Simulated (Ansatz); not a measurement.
# TiO: an axial (c/a) deformation path

This session takes TiO and sets out to look for other minima along an axial (c/a) path.

Program: Ansatz 0.2.0. Level of theory: DFT PBEsol, scalar-relativistic, plane waves, PAW. These are calculated values, not measurements.

### 1 The starting structure

It takes space group P-6m2 (No. 187, hexagonal). The conventional cell has a = 3.031 Å, b = 3.031 Å, c = 3.238 Å, α = 90.00°, β = 90.00°, γ = 120.00°. Ti (site symmetry -6m2) has 6 O at 2.38 Å as nearest neighbours. Around O (site symmetry -6m2) lie 6 Ti at 2.38 Å.

As a file:

```cif
data_structure
_symmetry_space_group_name_H-M 'P-6m2'
_symmetry_Int_Tables_number 187
_cell_length_a 3.0310
_cell_length_b 3.0310
_cell_length_c 3.2377
_cell_angle_alpha 90.000
_cell_angle_beta 90.000
_cell_angle_gamma 120.000
_cell_volume 25.76
loop_
_atom_site_label
_atom_site_type_symbol
_atom_site_symmetry_multiplicity
_atom_site_Wyckoff_symbol
_atom_site_fract_x
_atom_site_fract_y
_atom_site_fract_z
_atom_site_occupancy
Ti1 Ti 1 e 0.66667 0.33333 0.00000 1
O1 O 1 b 0.00000 0.00000 0.50000 1
```

No relaxation comes first: the listed cell is the starting point.

### 2 The reference cell

The reference gives a free energy of -3036.1740 eV, pressure -40.40 GPa, largest force 0.000 eV/Å and gap on the mesh none (metal). It was computed beforehand with the settings of the runs below.

### 3 The scan: an axial (c/a) deformation path

At fixed volume and fractional coordinates, lengths along (0.000, 0.000, 1.000) are scaled against those across it; ρ is that ratio over its starting value.

### 4 ρ = 0.850

Input file input.yaml:

```yaml
crystal:
  lattice:
    - [3.1997258881, 0.0, 0.0]
    - [-1.599862944, 2.7710439042, 0.0]
    - [0.0, 0.0, 2.9052436173]
  atoms:
    - { symbol: Ti, position: [0.6666666667, 0.3333333333, 0.0] }
    - { symbol: O, position: [0.0, 0.0, 0.5] }
basis:
  ecutwfc: 420
kpoints:
  mp_grid: { grid: [18, 18, 16] }
hamiltonian:
  xc: pbesol
scf:
  occupations: { method: gaussian, width: 0.15 }
output:
  forces: true
  stress: true
  eigenvalues: true
  write_density: true
  write_potential: true
  elf: true
  volumetric_format: npy
```

The run is started by

```bash
> ansatz run input.yaml --threads 1 --pin off --max-ram 2560MiB --backend cpu --events-out ev --progress --plain --runs-dir out
```

### 5 ρ = 1.200

Input file input.yaml:

```yaml
crystal:
  lattice:
    - [2.8522789816, 0.0, 0.0]
    - [-1.4261394908, 2.4701460567, 0.0]
    - [0.0, 0.0, 3.6561508208]
  atoms:
    - { symbol: Ti, position: [0.6666666667, 0.3333333333, 0.0] }
    - { symbol: O, position: [0.0, 0.0, 0.5] }
basis:
  ecutwfc: 420
kpoints:
  mp_grid: { grid: [18, 18, 16] }
hamiltonian:
  xc: pbesol
scf:
  occupations: { method: gaussian, width: 0.15 }
output:
  forces: true
  stress: true
  eigenvalues: true
```

### 6 At ρ = 0.920

Edit input.yaml of step 5 so:

```diff
@@ -2,5 +2,5 @@
   lattice:
-    - [2.8522789816, 0.0, 0.0]
-    - [-1.4261394908, 2.4701460567, 0.0]
-    - [0.0, 0.0, 3.6561508208]
+    - [3.1164235284, 0.0, 0.0]
+    - [-1.5582117642, 2.6989019446, 0.0]
+    - [0.0, 0.0, 3.0626344039]
   atoms:
```

### 7 Point ρ = 1.100

Edit input.yaml of step 6 so:

```diff
@@ -2,5 +2,5 @@
   lattice:
-    - [3.1164235284, 0.0, 0.0]
-    - [-1.5582117642, 2.6989019446, 0.0]
-    - [0.0, 0.0, 3.0626344039]
+    - [2.936217269, 0.0, 0.0]
+    - [-1.4681086345, 2.542838746, 0.0]
+    - [0.0, 0.0, 3.450100362]
   atoms:
```

### 8 At ρ = 0.960

Edit input.yaml of step 7 so:

```diff
@@ -2,5 +2,5 @@
   lattice:
-    - [2.936217269, 0.0, 0.0]
-    - [-1.4681086345, 2.542838746, 0.0]
-    - [0.0, 0.0, 3.450100362]
+    - [3.0725243918, 0.0, 0.0]
+    - [-1.5362621959, 2.660884177, 0.0]
+    - [0.0, 0.0, 3.1507752642]
   atoms:
```

### 9 ρ = 1.050

Edit input.yaml of step 8 so:

```diff
@@ -2,5 +2,5 @@
   lattice:
-    - [3.0725243918, 0.0, 0.0]
-    - [-1.5362621959, 2.660884177, 0.0]
-    - [0.0, 0.0, 3.1507752642]
+    - [2.9821030754, 0.0, 0.0]
+    - [-1.4910515377, 2.58257702, 0.0]
+    - [0.0, 0.0, 3.3447433939]
   atoms:
```

### 10 At ρ = 0.800

Edit input.yaml of step 9 so:

```diff
@@ -2,5 +2,5 @@
   lattice:
-    - [2.9821030754, 0.0, 0.0]
-    - [-1.4910515377, 2.58257702, 0.0]
-    - [0.0, 0.0, 3.3447433939]
+    - [3.265044374, 0.0, 0.0]
+    - [-1.6325221869, 2.8276113723, 0.0]
+    - [0.0, 0.0, 2.7901652784]
   atoms:
```

### 11 ρ = 1.300

Edit input.yaml of step 10 so:

```diff
@@ -2,5 +2,5 @@
   lattice:
-    - [3.265044374, 0.0, 0.0]
-    - [-1.6325221869, 2.8276113723, 0.0]
-    - [0.0, 0.0, 2.7901652784]
+    - [2.7771838616, 0.0, 0.0]
+    - [-1.3885919308, 2.4051117751, 0.0]
+    - [0.0, 0.0, 3.8565488793]
   atoms:
```

(Steps that only read results are left out.)

**Question.** What will these runs give? Wanted: highest point.

**Answer**, as computed:

```
     quantity                        value
highest point  810.7 meV/atom at ρ = 1.300
```

In words: The undisturbed cell is not the lowest point: the energy is 43.6 meV/atom lower at ρ = 0.920; the cell was taken as given and not relaxed at this level. No further minimum shows among the sampled points. Spin polarisation is off in the runs that give these values; a magnetic solution could lie lower.
